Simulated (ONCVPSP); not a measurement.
# An ONCV potential for nickel, from input to tests

Do these settings give a usable potential? It is generated, then checked for transferability, scattering, ghosts and hardness.

Program: ONCVPSP 4.0.1. Reference atom: PBEsol, scalar-relativistic, spherical and spin-unpolarised. All values are calculated.

**1. Settings**

The settings as typed:

```
element                 : nickel (Ni, Z = 28)
type                    : optimised norm-conserving Vanderbilt (ONCV)
frozen core             : [Ne]
valence charge          : 18
reference configuration : 3s2 3p6 3d8 4s1.75 4p0.25
partial waves           : 3s+4s: rc 1.45 bohr, ncon 3, nbas 6, qcut 9.9 1/bohr, 2 projectors; 3p+4p: rc 1.45 bohr, ncon 4, nbas 8, qcut 7.9 1/bohr, 2 projectors; 3d: rc 0.75 bohr, ncon 3, nbas 6, qcut 11.5 1/bohr, 2 projectors, debl 0.6 Ha
local potential         : polynomial inside 0.60 bohr (lpopt 5, dvloc0 1 Ha)
core correction         : Teter function, fcfact 3.5, rcfact 1.3
```

An earlier all-electron run gives the scale for the radii.

All-electron outer shells of the reference configuration (PBEsol, scalar-relativistic, ld1.x):

```
shell  level (eV)  outermost node (bohr)  outermost maximum (bohr)
   2s     -981.37                   0.07                      0.21
   2p     -844.68                      –                      0.16
   3s     -111.31                   0.30                      0.64
   3p      -71.79                   0.27                      0.65
   3d       -9.42                      –                      0.63
   4s       -6.01                   0.92                      2.21
   4p       -1.46                   1.00                      3.10
```

**2. Generating the potential**

Ni.dat

```
# ATOM AND REFERENCE CONFIGURATION
# atsym  z   nc   nv     iexc    psfile
  Ni 28.00    3    5  -116133      upf
#
#   n    l    f
    1    0    2.00
    2    0    2.00
    2    1    6.00
    3    0    2.00
    3    1    6.00
    3    2    8.00
    4    0    1.75
    4    1    0.25
#
# PSEUDOPOTENTIAL AND OPTIMIZATION
# lmax
    2
#
#   l,   rc,      ep,       ncon, nbas, qcut
    0    1.45    0.00    3    6    9.90
    1    1.45    0.00    4    8    7.90
    2    0.75    0.00    3    6   11.50
#
# LOCAL POTENTIAL
# lloc, lpopt,  rc(5),   dvloc0
    4    5    0.60    1.00
#
# VANDERBILT-KLEINMAN-BYLANDER PROJECTORs
# l, nproj, debl
    0    2    1.50
    1    2    3.70
    2    2    0.60
#
# MODEL CORE CHARGE
# icmod, fcfact, rcfact
    3    3.50    1.30
#
# LOG DERIVATIVE ANALYSIS
# epsh1, epsh2, depsh
   -6.00    5.00    0.04
#
# OUTPUT GRID
# rlmax, drl
    6.00    0.01
#
# TEST CONFIGURATIONS
# ncnf
    4
# nvcnf
#   n    l    f
    5
    3    0    2.00
    3    1    6.00
    3    2    8.00
    4    0    2.00
    4    1    0.00
#
    5
    3    0    2.00
    3    1    6.00
    3    2    8.00
    4    0    1.00
    4    1    0.00
#
    5
    3    0    2.00
    3    1    6.00
    3    2    8.00
    4    0    0.00
    4    1    0.00
#
    5
    3    0    1.00
    3    1    6.00
    3    2    8.00
    4    0    2.00
    4    1    0.00
#
```

Started as:

```bash
$ oncvpsp.x < Ni.dat > Ni.out
```

What does the calculation give? Wanted: cutoffs; bound ghosts; GHOST(+) flags; largest miss of a reference level; largest test error; largest phase difference near zero energy, channels read; rms error of d²Exc/dn², without and with the model core.

**Answer**, as computed:

| quantity | value |
| --- | --- |
| cutoffs | not determined |
| bound ghosts | none found |
| GHOST(+) flags | none at low energy |
| largest miss of a reference level | 16 meV (3d) |
| largest test error (AE − PS) | -239 meV, for 3s1 3p6 3d8 4s2 4p0 (1 test unsolved) |
| largest phase difference near zero energy, channels read | 0.000 rad |
| rms error of d²Exc/dn², without and with the model core | 2.61 and 1.05 mHa |

What this shows: By total energies transferability is fair for so large an energy: the largest error is 239 meV on 118.0 eV, for 3s1 3p6 3d8 4s2 4p0. That test lies far up in energy; among those under 40 eV, nearer to bonding, the largest error is 0.6 meV. Of the tests 1 gave no usable energy difference, which is a warning in itself. It is free of bound ghosts as far as tested. Near zero energy the phases of the channels with partial waves agree within 0.001 rad. All of this concerns the isolated atom, not yet a solid.
